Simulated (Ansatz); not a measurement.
# Mn2AlP3: the cost of one run

Program: Ansatz 0.2.0. Level of theory: DFT PBE, scalar-relativistic, plane waves, PAW. These are calculated values, not measurements.

**1. The starting structure**

It takes space group P-4m2 (No. 115, tetragonal). The conventional cell has a = 3.504 Å, b = 3.504 Å, c = 7.680 Å, α = 90.00°, β = 90.00°, γ = 90.00°. Mn (site symmetry 2mm) has 7 P at 2.63 to 2.70 Å and 2 Al at 2.69 Å as nearest neighbours. Around Al (site symmetry -4m2) lie 4 P at 2.48 Å and 4 Mn at 2.69 Å. P (site symmetry -4m2) is surrounded by 4 Al at 2.48 Å and 4 Mn at 2.69 Å. P (site symmetry 2mm) has 5 Mn at 2.63 to 2.70 Å as nearest neighbours.

Structure file:

```
CELL_PARAMETERS angstrom
3.50412 0.00000 0.00000
0.00000 3.50412 0.00000
0.00000 0.00000 7.67973
ATOMIC_POSITIONS crystal
Mn 0.00000 0.50000 0.73400
Mn 0.50000 0.00000 0.26600
Al 0.00000 0.00000 0.00000
P 0.50000 0.50000 0.00000
P 0.00000 0.50000 0.38200
P 0.50000 0.00000 0.61800
```

A structure generator made this guess: species swapped into a database cell of Hf2CuSb3 (P-4m2, No. 115), with Mn on the Hf sites, Al on the Cu sites and P on the Sb sites. Lengths come from tabulated atomic sizes and are only a guess.

**2. Probe: one point on a coarse mesh**

The input, input.yaml:

```yaml
crystal:
  lattice:
    - [3.504117, 0.0, 0.0]
    - [0.0, 3.504117, 0.0]
    - [0.0, 0.0, 7.67973101]
  atoms:
    - { symbol: Mn, position: [0.0, 0.5, 0.73400003], spin: 4.0 }
    - { symbol: Mn, position: [0.5, 0.0, 0.26599997], spin: 4.0 }
    - { symbol: Al, position: [0.0, 0.0, 0.0] }
    - { symbol: P, position: [0.5, 0.5, 0.0] }
    - { symbol: P, position: [0.0, 0.5, 0.382] }
    - { symbol: P, position: [0.5, 0.0, 0.618] }
basis:
  ecutwfc: 420
kpoints:
  mp_grid: { grid: [6, 6, 2] }
hamiltonian:
  xc: pbe
scf:
  occupations: { method: gaussian, width: 0.1 }
  lower_state_search: "off"
output:
  forces: true
  stress: true
  eigenvalues: true
  populations: true
magnetization:
  spin_polarized: true
```

The run is started by

```bash
> ansatz run input.yaml --threads 1 --pin off --max-ram 2560MiB --backend cpu --events-out ev --progress --plain --runs-dir out
```

What time and memory should one allow on 1 thread of Arm Neoverse V1, shared host?

About 19 s, with a peak of 0.37 GiB.
